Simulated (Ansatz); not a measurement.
# CH3K: small, medium and large basis sets

Aim: see how fast density functionals converge with the basis set for CH3K.

Computed with Ansatz 0.2.0, Gaussian basis. Level: one geometry, several basis sets.

Levels to be run: PBE0-D4/def2-SVP; ωB97M-V/def2-SVP; PBE0-D4/def2-QZVPP; ωB97M-V/def2-QZVPP; the functionals' def2-TZVPP values are taken from earlier runs.

### 1 Structure used throughout

An earlier PBE0-D4 in a triple-zeta def2 set relaxation fixed the geometry.

SMILES `[CH3][K]`, 5 atoms, charge 0, spin multiplicity 1.

Atoms are counted from 1 here; the program's logs count them from 0.

Bond lengths: C1–K2 2.676 Å, C1–H3 1.098 Å, C1–H4 1.098 Å, C1–H5 1.098 Å. Angles: K2–C1–H3 111.7°, K2–C1–H4 111.7°, K2–C1–H5 111.7°, H3–C1–H4 107.2°, H3–C1–H5 107.2°, H4–C1–H5 107.2°.

As a file:

```xyz
5

C    -0.2417    0.0771   -0.1233
K     2.0677   -0.7659    0.9327
H    -1.0914   -0.1307    0.5403
H    -0.4524   -0.4136   -1.0827
H    -0.2323    1.1594   -0.3083
```

### 2 PBE0-D4 in def2-SVP

Input file in.yaml:

```yaml
crystal:
  periodic: [false, false, false]
  atoms:
    - {symbol: C, position_ang: [-0.241669, 0.077132, -0.123343]}
    - {symbol: K, position_ang: [2.067674, -0.765912, 0.932707]}
    - {symbol: H, position_ang: [-1.091350, -0.130724, 0.540339]}
    - {symbol: H, position_ang: [-0.452379, -0.413614, -1.082720]}
    - {symbol: H, position_ang: [-0.232277, 1.159418, -0.308283]}
basis:
  gaussian: {orbitals: def2-SVP}
hamiltonian: {xc: pbe0, dispersion: d4}
output: {orbitals: {seedname: orbitals}}
```

Further steps of the session: ωB97M-V in def2-SVP; PBE0-D4 in def2-QZVPP; ωB97M-V in def2-QZVPP.

Q: Predict the results of all the runs planned. Wanted: PBE0-D4: double and triple zeta above quadruple; ωB97M-V: double and triple zeta above quadruple.

As calculated:

| quantity | value |
| --- | --- |
| PBE0-D4: double and triple zeta above quadruple | 3.87, 0.46 eV |
| ωB97M-V: double and triple zeta above quadruple | 3.92, 0.43 eV |

In words: PBE0-D4 gains 3.41 eV from double to triple zeta, then 0.46 eV more. These are total energies; as a rule much of such shifts cancels in differences, which this series doesn't test.
